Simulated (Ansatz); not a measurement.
# C2H7NZn: basis-set convergence

The task here is to estimate one member of a computed series from the others.

Computed with Ansatz 0.2.0, Gaussian basis. Level: one geometry, several basis sets.

Plan: PBE0-D4/def2-SVP; ωB97M-V/def2-SVP; PBE0-D4/def2-QZVPP; ωB97M-V/def2-QZVPP; the functionals' def2-TZVPP values are taken from earlier runs.

### The geometry

An earlier PBE0-D4 in a triple-zeta def2 set relaxation fixed the geometry.

SMILES `C[N](C)[ZnH]`, 11 atoms, charge 0, spin multiplicity 1.

Atoms are counted from 1 here; the program's logs count them from 0.

Bond lengths: C1–N2 1.437 Å, C1–H5 1.094 Å, C1–H6 1.103 Å, C1–H7 1.103 Å, N2–C3 1.437 Å, N2–Zn4 1.815 Å, C3–H8 1.103 Å, C3–H9 1.094 Å, C3–H10 1.103 Å, Zn4–H11 1.521 Å. Angles: N2–C1–H5 111.5°, N2–C1–H6 112.0°, N2–C1–H7 112.0°, H5–C1–H6 107.2°, H5–C1–H7 107.2°, H6–C1–H7 106.7°, C1–N2–C3 112.2°, C1–N2–Zn4 123.9°, C3–N2–Zn4 123.9°, N2–C3–H8 112.0°, N2–C3–H9 111.5°, N2–C3–H10 112.0°, H8–C3–H9 107.2°, H8–C3–H10 106.7°, H9–C3–H10 107.2°, N2–Zn4–H11 180.0°.

Set-up of the first run:

in.yaml

```yaml
crystal:
  periodic: [false, false, false]
  atoms:
    - {symbol: C, position_ang: [-0.326898, 1.169049, -0.495591]}
    - {symbol: N, position_ang: [-0.127564, -0.189925, -0.073908]}
    - {symbol: C, position_ang: [0.964503, -0.316503, 0.851147]}
    - {symbol: Zn, position_ang: [-1.139546, -1.584989, -0.642361]}
    - {symbol: H, position_ang: [-1.160121, 1.252510, -1.198985]}
    - {symbol: H, position_ang: [-0.549237, 1.836194, 0.353712]}
    - {symbol: H, position_ang: [0.565073, 1.580229, -0.996717]}
    - {symbol: H, position_ang: [0.803198, 0.280438, 1.764096]}
    - {symbol: H, position_ang: [1.106268, -1.354618, 1.164532]}
    - {symbol: H, position_ang: [1.917238, 0.024772, 0.413386]}
    - {symbol: H, position_ang: [-1.987516, -2.754158, -1.118910]}
basis:
  gaussian: {orbitals: def2-SVP}
hamiltonian: {xc: pbe0, dispersion: d4}
output: {orbitals: {seedname: orbitals}}
```

On the command line:

```bash
> ansatz run in.yaml --threads 4 --pin off --events-out ev --progress --plain --max-ram 10444MiB
```

Among the steps run: PBE0-D4 in def2-SVP; ωB97M-V in def2-SVP; PBE0-D4 in def2-QZVPP; ωB97M-V in def2-QZVPP.

One of the session's tables, all rows but one given; the rest of the session is left out.

It belongs to the step «Density functionals: the series». 

| functional | basis | HOMO (eV) | LUMO (eV) |
| --- | --- | --- | --- |
| PBE0-D4 | def2-SVP | -5.41 | 0.54 |
| PBE0-D4 | def2-TZVPP | -5.70 | -0.35 |
| PBE0-D4 | def2-QZVPP | -5.72 | -0.43 |
| ωB97M-V | def2-SVP | ? | ? |
| ωB97M-V | def2-TZVPP | -7.99 | 0.99 |
| ωB97M-V | def2-QZVPP | -8.01 | 0.67 |

**Question.** Estimate the row for ωB97M-V, def2-SVP.

**Answer.** HOMO (eV): -7.70; LUMO (eV): 1.94. In the column «HOMO (eV)» it lies between ωB97M-V, def2-TZVPP (-7.99) and PBE0-D4, def2-QZVPP (-5.72).
